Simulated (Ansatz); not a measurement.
Task: a relaxation driven by ASE of AlAu, space group Pm-3m, with Ansatz 0.2.0 through its Python package. Give the script and its output. Level of theory (first run): r2SCAN, PAW, cutoff 463 eV, 3×3×3 k-points, Fermi-Dirac smearing of 0.1 eV.

```
CELL_PARAMETERS angstrom
3.22394 0.00000 0.00000
0.00000 3.22394 0.00000
0.00000 0.00000 3.22394
ATOMIC_POSITIONS crystal
Al 0.00000 0.00000 0.00000
Au 0.50000 0.50000 0.50000
```

The script, `ase_relax.py`:
```python
"""Relax AlAu with an ASE optimiser on Ansatz forces."""

import warnings

import ansatz as az
from ase import Atoms
from ase.calculators.calculator import Calculator, all_changes
from ase.optimize import LBFGS
import numpy as np


class Ansatz(Calculator):
    implemented_properties = ["energy", "free_energy", "forces"]

    def calculate(self, atoms=None, properties=("energy",), system_changes=all_changes):
        super().calculate(atoms, properties, system_changes)
        bare = self.atoms.copy()
        bare.set_constraint()
        bare.set_momenta(None)
        job = (
            az.Crystal.from_ase(bare).calculation()
            .functional(az.Functional.R2SCAN)
            .basis(34 * az.Ry)
            .kpoints(3, 3, 3)
            .occupations("fermi_dirac", width=0.1)
            .scf(extra_bands=6, self_checks="high")
            .forces()
        )
        report = job.run(threads=1, pin="off").report
        self.results["free_energy"] = report["lagrangian_ev"]
        self.results["energy"] = report.get("lagrangian_sigma0_ev", report["lagrangian_ev"])
        self.results["forces"] = np.array(report["forces_ev_ang"])

warnings.simplefilter("ignore")
atoms = Atoms(
    ["Al", "Au"],
    cell=[[3.22394, 0.0, 0.0], [0.0, 3.22394, 0.0], [0.0, 0.0, 3.22394]],
    scaled_positions=[
        [0.0, 0.0, 0.0],
        [0.5, 0.5, 0.5],
    ],
    pbc=True,
)
atoms.rattle(0.07, seed=37)
atoms.calc = Ansatz()
before = atoms.get_potential_energy(), atoms.get_volume()
optimiser = LBFGS(atoms, logfile=None)


def tell():
    fmax = np.linalg.norm(atoms.get_forces(), axis=1).max()
    print(f"step {optimiser.nsteps:2d}  E = {atoms.get_potential_energy():.5f} eV  fmax = {fmax:.4f}  V = {atoms.get_volume():.3f} A^3")


optimiser.attach(tell)
met = optimiser.run(fmax=0.03, steps=15)
print("threshold met:", bool(met), " energy gained:", round(before[0] - atoms.get_potential_energy(), 5), "eV")
print("cell lengths and angles:", np.round(atoms.cell.cellpar(), 3))
print(np.round(atoms.get_scaled_positions(), 4))
```

Running `python ase_relax.py` prints:
```text
step  0  E = -13703.92999 eV  fmax = 0.2643  V = 33.509 A^3
step  1  E = -13703.93192 eV  fmax = 0.2455  V = 33.509 A^3
step  2  E = -13703.94475 eV  fmax = 0.0191  V = 33.509 A^3
threshold met: True  energy gained: 0.01476 eV
cell lengths and angles: [ 3.224  3.224  3.224 90.    90.    90.   ]
[[0.9864 0.0232 0.0141]
 [0.4842 0.5244 0.5149]]
```

Caveats:
- The settings weren't tested for convergence.
- The cutoff lies under the one recommended for these potentials.
- For a metal this mesh is far too coarse, so the numbers only illustrate the procedure.
- Spin-orbit coupling, which matters for elements this heavy, is left out.
- This cell is a computed structure, which may not be the phase found in nature.
- The script silences warnings, which a real study should read.
- Timing: 8.8 s on 1 thread of Arm Neoverse V2, on a shared host, peak memory 0.45 GiB.
